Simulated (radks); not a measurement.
**Pd in [Kr] 4d10: an all-electron calculation**

The task here is to estimate one member of a computed series from the others.

Program: radks (a radial shooting solver on a logarithmic mesh, Libxc functionals) version 1. Level of theory: scalar-relativistic Kohn-Sham, LDA (Slater exchange, Perdew-Wang correlation), spin-unpolarised, spherical densities, finite nucleus. These are calculated values, not measurements, unless marked.

## The system

```
element            : palladium (Z = 46)
charge             : 0
electrons          : 46
configuration      : [Kr] 4d10
nuclear rms radius : 4.5318 fm
```

Outer shells as boxes (Hund's rule):

Pd
```
[Kr] core
4d [↑↓][↑↓][↑↓][↑↓][↑↓]
```

The first run:

Input:

```text
Z 46
configuration [Kr] 4d10 5s0 5p0
relativity scalar-relativistic
functional lda,pw
spin unpolarised
nucleus finite rms 4.5318 fm
c 137.035999084
```

Among the steps run: Self-consistent calculation.

One of the session's tables, all rows but one given; the rest of the session is left out.

It belongs to the step «Orbitals and density». From the orbitals of this run (lengths in bohr):

| level | <r> | outermost maximum (interpolated) | 90 % within | nodes |
| --- | --- | --- | --- | --- |
| 1s | 0.03189 | 0.0207 | 0.0572 | 0 |
| 2s | 0.1385 | 0.117 | 0.214 | 1 |
| 2p | ? | ? | ? | ? |
| 3s | 0.3800 | 0.342 | 0.560 | 2 |
| 3p | 0.3792 | 0.335 | 0.571 | 1 |
| 3d | 0.3579 | 0.282 | 0.568 | 0 |
| 4s | 0.9458 | 0.850 | 1.38 | 3 |
| 4p | 1.043 | 0.909 | 1.55 | 2 |
| 4d | 1.591 | 1.10 | 2.67 | 1 |
| 5s | 3.355 | 2.65 | 5.16 | 4 |
| 5p | 5.977 | 4.11 | 9.96 | 3 |

Q: Estimate the row for 2p from the others.

**Answer.** <r>: 0.1207; outermost maximum (interpolated): 0.0934; 90 % within: 0.196; nodes: 0. In the column «<r>» it lies between 1s (0.03189) and 2s (0.1385).
